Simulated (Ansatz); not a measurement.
# CH5Cl3Si: the cost of one run

All numbers below are computed with Ansatz 0.2.0 (RKS PBE-D4/def2-SVP).

### Step 1. The structure to begin with

Bond lengths: Si1–Cl3 2.017 Å, Si1–Cl4 2.018 Å, Si1–Cl5 2.070 Å, Si1–C7 2.167 Å, C7–H8 1.098 Å, C7–H9 1.091 Å, C7–H10 1.091 Å. Angles: Cl3–Si1–Cl4 123.4°, Cl3–Si1–Cl5 101.3°, Cl3–Si1–C7 112.8°, Cl4–Si1–Cl5 101.3°, Cl4–Si1–C7 113.6°, Cl5–Si1–C7 99.4°, Si1–C7–H8 107.7°, Si1–C7–H9 114.1°, Si1–C7–H10 114.1°, H8–C7–H9 103.2°, H8–C7–H10 103.3°, H9–C7–H10 113.0°.

Coordinates:

```xyz
10

Si   -0.5073    0.8898   -0.0543
H    -1.4306   -0.7441   -0.1947
Cl   -1.1723    1.1788   -1.9369
Cl   -1.6609    1.1424    1.5824
Cl    0.8312    2.4562    0.1485
H    -0.5039   -1.0317   -0.0715
C     0.8713   -0.7752    0.1039
H     1.8818   -0.3624    0.2239
H     0.9527   -1.3749   -0.8036
H     0.7380   -1.3790    1.0022
```

### Step 2. Pulling towards end A

Springs on the bonds that form and break draw the guess towards this end; the thresholds are loose.

The input, input.yaml:

```yaml
crystal:
  periodic: [false, false, false]
  atoms:
    - { symbol: Si, position_ang: [-0.5073, 0.8898, -0.0543] }
    - { symbol: H, position_ang: [-1.4306, -0.7441, -0.1947] }
    - { symbol: Cl, position_ang: [-1.1723, 1.1788, -1.9369] }
    - { symbol: Cl, position_ang: [-1.6609, 1.1424, 1.5824] }
    - { symbol: Cl, position_ang: [0.8312, 2.4562, 0.1485] }
    - { symbol: H, position_ang: [-0.5039, -1.0317, -0.0715] }
    - { symbol: C, position_ang: [0.8713, -0.7752, 0.1039] }
    - { symbol: H, position_ang: [1.8818, -0.3624, 0.2239] }
    - { symbol: H, position_ang: [0.9527, -1.3749, -0.8036] }
    - { symbol: H, position_ang: [0.738, -1.379, 1.0022] }
basis:
  gaussian: { orbitals: def2-SVP }
hamiltonian:
  xc: pbe
  dispersion: d4
relax:
  f_tol: 0.15
  max_steps: 25
  restrain:
    - { distance: [0, 6], at: 3.17, k: 30.0 }
    - { distance: [5, 1], at: 1.92, k: 30.0 }
    - { distance: [0, 1], at: 1.42, k: 30.0 }
    - { distance: [5, 6], at: 1.07, k: 30.0 }
output:
  orbitals: {}
```

The run is started by

```console
$ ansatz run input.yaml --threads 2 --pin off --max-ram 3072MiB --backend cpu --events-out ev --progress --plain --runs-dir out
```

What time and memory should one allow on 2 threads of Arm Neoverse V1, shared host?

About 41 s, with a peak of 0.16 GiB.
